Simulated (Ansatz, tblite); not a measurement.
# In(py)Cl3 (C5H5Cl3InN): one state, many levels

The task here is to estimate one member of a computed series from the others.

The runs use Ansatz 0.2.0, Gaussian basis; as each input shows.

Plan: GFN1-xTB, GFN2-xTB, PBE-D4/def2-TZVP, r2SCAN-D4/def2-TZVP, r2SCAN0-D4/def2-TZVP, revPBE-D4/def2-TZVP, PBE-D4/def2-SVP, PBE0-D4/def2-SVP, MP2/def2-SVP.

3 further runs of the same task are left out: 3 set aside as unsound or not needed. Runs told in other sessions of the task aren't counted.

## The structure

The singlet was relaxed beforehand with PBE-D4/def2-SVP.

15 atoms, charge 0, spin multiplicity 1.

Bond lengths: In1–N2 2.299 Å, In1–Cl13 2.379 Å, In1–Cl14 2.368 Å, In1–Cl15 2.378 Å, N2–C3 1.349 Å, N2–C7 1.349 Å, C3–C4 1.399 Å, C3–H8 1.103 Å, C4–C5 1.403 Å, C4–H9 1.099 Å, C5–C6 1.403 Å, C5–H10 1.101 Å, C6–C7 1.399 Å, C6–H11 1.099 Å, C7–H12 1.103 Å. Angles: N2–In1–Cl13 96.8°, N2–In1–Cl14 104.1°, N2–In1–Cl15 96.8°, Cl13–In1–Cl14 115.9°, Cl13–In1–Cl15 120.8°, Cl14–In1–Cl15 115.9°, In1–N2–C3 119.8°, In1–N2–C7 119.7°, C3–N2–C7 120.4°, N2–C3–C4 121.4°, N2–C3–H8 115.9°, C4–C3–H8 122.7°, C3–C4–C5 118.8°, C3–C4–H9 119.7°, C5–C4–H9 121.5°, C4–C5–C6 119.2°, C4–C5–H10 120.4°, C6–C5–H10 120.4° and more.

In takes a core potential in the def2 sets. No spin-orbit coupling is included.

PBE0-D4/def2-TZVP was run before; its log isn't repeated, and its numbers join the tables.

The first run:

Tight binding, by tblite at 300 K electronic temperature and without a spin-polarisation term:

```python
tblite.interface.Calculator('GFN1-xTB', numbers, positions, charge=0, uhf=0).singlepoint()
```

Tight binding, by tblite at 300 K electronic temperature and without a spin-polarisation term:

```python
tblite.interface.Calculator('GFN2-xTB', numbers, positions, charge=0, uhf=0).singlepoint()
```

start.molden holds the orbitals of an earlier run on this state, given as this run's starting guess.

File in.yaml:

```yaml
crystal:
  periodic: [false, false, false]
  atoms:
    - {symbol: In, position_ang: [-0.011485, 0.030254, -2.769590]}
    - {symbol: N, position_ang: [0.009299, -0.014183, -0.471593]}
    - {symbol: C, position_ang: [1.038442, 0.540674, 0.200826]}
    - {symbol: C, position_ang: [1.063263, 0.571418, 1.599109]}
    - {symbol: C, position_ang: [-0.007463, 0.004837, 2.306544]}
    - {symbol: C, position_ang: [-1.063363, -0.583010, 1.594240]}
    - {symbol: C, position_ang: [-1.018867, -0.576485, 0.196131]}
    - {symbol: H, position_ang: [1.856839, 0.943712, -0.418582]}
    - {symbol: H, position_ang: [1.915514, 1.030944, 2.119416]}
    - {symbol: H, position_ang: [-0.015932, 0.015572, 3.407053]}
    - {symbol: H, position_ang: [-1.914896, -1.048201, 2.110746]}
    - {symbol: H, position_ang: [-1.800396, -1.042627, -0.426474]}
    - {symbol: Cl, position_ang: [2.347987, 0.037913, -3.071343]}
    - {symbol: Cl, position_ang: [-1.126799, 2.051859, -3.297717]}
    - {symbol: Cl, position_ang: [-1.272133, -1.962677, -3.078756]}
basis:
  gaussian: {orbitals: def2-TZVP, initial_orbitals: start.molden}
hamiltonian: {xc: pbe, dispersion: d4}
scf: {omitted_lower_state_checks: [starts]}
output: {orbitals: {seedname: orbitals}}
```

Launch:

```
$ ansatz run in.yaml --threads 4 --pin off --events-out ev --progress --plain --max-ram 6963MiB
```

Among the steps run: PBE-D4/def2-TZVP; r2SCAN-D4/def2-TZVP; r2SCAN0-D4/def2-TZVP; revPBE-D4/def2-TZVP; PBE-D4/def2-SVP; PBE0-D4/def2-SVP; MP2/def2-SVP.

One of the session's tables, all rows but one given; the rest of the session is left out.

It belongs to the step «Binding energy». 

```
               level  binding an atom (eV)
         HF/def2-SVP                 3.221
     PBE-D4/def2-SVP                 4.577
    PBE-D4/def2-TZVP                     ?
 revPBE-D4/def2-TZVP                 4.390
 r2SCAN-D4/def2-TZVP                 4.391
    PBE0-D4/def2-SVP                 4.477
   PBE0-D4/def2-TZVP                 4.419
r2SCAN0-D4/def2-TZVP                 4.307
        MP2/def2-SVP                 4.288
```

Q: Estimate the row for PBE-D4/def2-TZVP from the others.

**Answer.** binding an atom (eV): 4.516. In the column «binding an atom (eV)» it lies between PBE0-D4/def2-SVP (4.477) and PBE-D4/def2-SVP (4.577).

Caveats from the session: Free atoms were run apart at each level; binding is atoms less cluster, divided by the number of atoms, without zero-point or spin-orbit terms.
